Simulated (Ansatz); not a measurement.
# H4C3O2: the cost of one run

Program: Ansatz 0.2.0. Level of theory: DFT PBE, plane waves, PAW, scalar-relativistic, no spin polarisation. These are calculated values, not measurements.

## (1) Starting point

The cell holds 36 atoms (C12H16O8): a = 8.668 Å, b = 8.668 Å, c = 8.668 Å, α = 90.00°, β = 90.00°, γ = 90.00°.

Its coordinates follow in the input file.

## (2) Relaxing the start

Input file input.yaml:

```yaml
crystal:
  lattice:
    - [8.667718, 0.0, 0.0]
    - [0.0, 8.667718, 0.0]
    - [0.0, 0.0, 8.667718]
  atoms:
    - { symbol: C, position: [0.4801547, 0.9709075, 0.9550861] }
    - { symbol: O, position: [0.4853753, 0.9746883, 1.0909158] }
    - { symbol: O, position: [0.474934, 0.9671267, 0.8192565] }
    - { symbol: C, position: [0.5211822, 0.2222554, 0.4493754] }
    - { symbol: O, position: [0.6331449, 0.1454078, 0.4423013] }
    - { symbol: O, position: [0.4092196, 0.2991031, 0.4564495] }
    - { symbol: C, position: [0.9902342, 0.4178692, 0.1063458] }
    - { symbol: O, position: [0.9040242, 0.4993695, 0.0398869] }
    - { symbol: O, position: [1.0764442, 0.336369, 0.1728048] }
    - { symbol: C, position: [0.9424574, 0.3762295, 0.7220363] }
    - { symbol: O, position: [1.0321315, 0.3295268, 0.8129685] }
    - { symbol: O, position: [0.8527834, 0.4229322, 0.6311042] }
    - { symbol: C, position: [0.5170934, 0.6740347, 0.2285672] }
    - { symbol: C, position: [0.3825038, 0.7488714, 0.2261672] }
    - { symbol: H, position: [0.5711544, 0.639316, 0.3359692] }
    - { symbol: H, position: [0.5780098, 0.644822, 0.1232155] }
    - { symbol: H, position: [0.3215874, 0.7780842, 0.3315189] }
    - { symbol: H, position: [0.3284428, 0.7835901, 0.1187652] }
    - { symbol: C, position: [0.9181973, 0.9521207, 0.8714242] }
    - { symbol: C, position: [0.9784658, 0.8976568, 0.7405729] }
    - { symbol: H, position: [0.978879, 0.9432017, 0.9805175] }
    - { symbol: H, position: [0.8060294, 1.007567, 0.8741146] }
    - { symbol: H, position: [1.0906337, 0.8422104, 0.7378825] }
    - { symbol: H, position: [0.9177841, 0.9065757, 0.6314796] }
    - { symbol: C, position: [0.1407488, 0.0792507, 0.5437605] }
    - { symbol: C, position: [0.1024536, 0.1350745, 0.4054209] }
    - { symbol: H, position: [0.1535597, 0.1537392, 0.6435128] }
    - { symbol: H, position: [0.1606528, -0.042927, 0.5621891] }
    - { symbol: H, position: [0.0825496, 0.2572522, 0.3869924] }
    - { symbol: H, position: [0.0896427, 0.060586, 0.3056687] }
    - { symbol: C, position: [0.3415062, 0.4345836, 0.9391694] }
    - { symbol: C, position: [0.48382, 0.3764578, 0.9485953] }
    - { symbol: H, position: [0.3160078, 0.5351048, 0.8691087] }
    - { symbol: H, position: [0.2454289, 0.3837182, 1.0011776] }
    - { symbol: H, position: [0.5798974, 0.4273232, 0.8865871] }
    - { symbol: H, position: [0.5093185, 0.2759366, 1.0186559] }
basis:
  ecutwfc: 420.0
kpoints:
  mp_grid: { grid: [1, 1, 1] }
hamiltonian:
  xc: pbe
scf:
  occupations: { method: fermi_dirac, width: 0.05 }
  lower_state_search: "off"
relax:
  f_tol: 0.3
  max_steps: 15
  adjacent_minimum: "off"
```

Run with:

```console
$ ansatz run input.yaml --threads 1 --pin off --max-ram 3072MiB --backend cpu --events-out ev --progress --plain --runs-dir out
```

**Question.** How long does this run take on 1 thread of INTEL XEON PLATINUM 8581C at 2.10GHz (Emerald Rapids), shared host, and how much memory does it need?

About 19 s, with a peak of 0.58 GiB.
